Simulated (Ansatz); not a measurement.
# CH₅BOSi: small, medium and large basis sets

An exercise on one series of results from a longer session: the logs are not shown, and one member is left open.

Method: one geometry, several basis sets; program: Ansatz 0.2.0, Gaussian basis.

Levels to be run: PBE0-D4/def2-SVP; ωB97M-V/def2-SVP; PBE0-D4/def2-QZVPP; ωB97M-V/def2-QZVPP; the functionals' def2-TZVPP values are taken from earlier runs.

**Structure used throughout**

The geometry comes from an earlier relaxation with PBE0-D4 in a triple-zeta def2 set; it is a stationary point, not always the lowest conformer.

SMILES `O[SiH]1BC1`, 9 atoms, charge 0, spin multiplicity 1.

Atoms are counted from 1 here; the program's logs count them from 0.

Bond lengths: O1–Si2 1.643 Å, O1–H5 0.959 Å, Si2–B3 1.884 Å, Si2–C4 2.060 Å, Si2–H6 1.490 Å, B3–C4 1.480 Å, B3–H7 1.187 Å, C4–H8 1.096 Å, C4–H9 1.090 Å. Angles: Si2–O1–H5 116.7°, O1–Si2–B3 125.8°, O1–Si2–C4 106.0°, O1–Si2–H6 107.5°, B3–Si2–C4 43.8°, B3–Si2–H6 126.6°, C4–Si2–H6 122.2°, Si2–B3–C4 74.4°, Si2–B3–H7 138.2°, C4–B3–H7 130.1°, Si2–C4–B3 61.8°, Si2–C4–H8 80.9°, Si2–C4–H9 145.8°, B3–C4–H8 124.9°, B3–C4–H9 123.5°, H8–C4–H9 110.3°.

The first run:

The input, in.yaml:

```yaml
crystal:
  periodic: [false, false, false]
  atoms:
    - {symbol: O, position_ang: [-0.886258, 0.739370, -1.600135]}
    - {symbol: Si, position_ang: [0.255873, 0.717457, -0.418695]}
    - {symbol: B, position_ang: [1.215548, -0.797793, 0.157191]}
    - {symbol: C, position_ang: [-0.142924, -0.948338, 0.725299]}
    - {symbol: H, position_ang: [-1.539712, 1.439831, -1.554434]}
    - {symbol: H, position_ang: [0.321380, 2.085969, 0.167870]}
    - {symbol: H, position_ang: [2.275083, -1.047142, 0.631495]}
    - {symbol: H, position_ang: [-1.073230, -0.907614, 0.146367]}
    - {symbol: H, position_ang: [-0.337262, -1.328042, 1.727841]}
basis:
  gaussian: {orbitals: def2-SVP}
hamiltonian: {xc: pbe0, dispersion: d4}
output: {orbitals: {seedname: orbitals}}
```

Command:

```
$ ansatz run in.yaml --threads 2 --pin off --events-out ev --progress --plain --max-ram 4352MiB
```

Steps of the session up to this table: PBE0-D4 in def2-SVP; ωB97M-V in def2-SVP; PBE0-D4 in def2-QZVPP; ωB97M-V in def2-QZVPP.

One of the session's tables, all rows but one given; the rest of the session is left out.

It belongs to the step «Functionals by basis». 

| functional | basis | HOMO (eV) |
| --- | --- | --- |
| PBE0-D4 | def2-SVP | ? |
| PBE0-D4 | def2-TZVPP | -6.83 |
| PBE0-D4 | def2-QZVPP | -6.85 |
| ωB97M-V | def2-SVP | -8.84 |
| ωB97M-V | def2-TZVPP | -8.92 |
| ωB97M-V | def2-QZVPP | -8.94 |

Estimate the missing values for PBE0-D4, def2-SVP.

As computed: HOMO (eV): -6.77. In the column «HOMO (eV)» it is the highest.
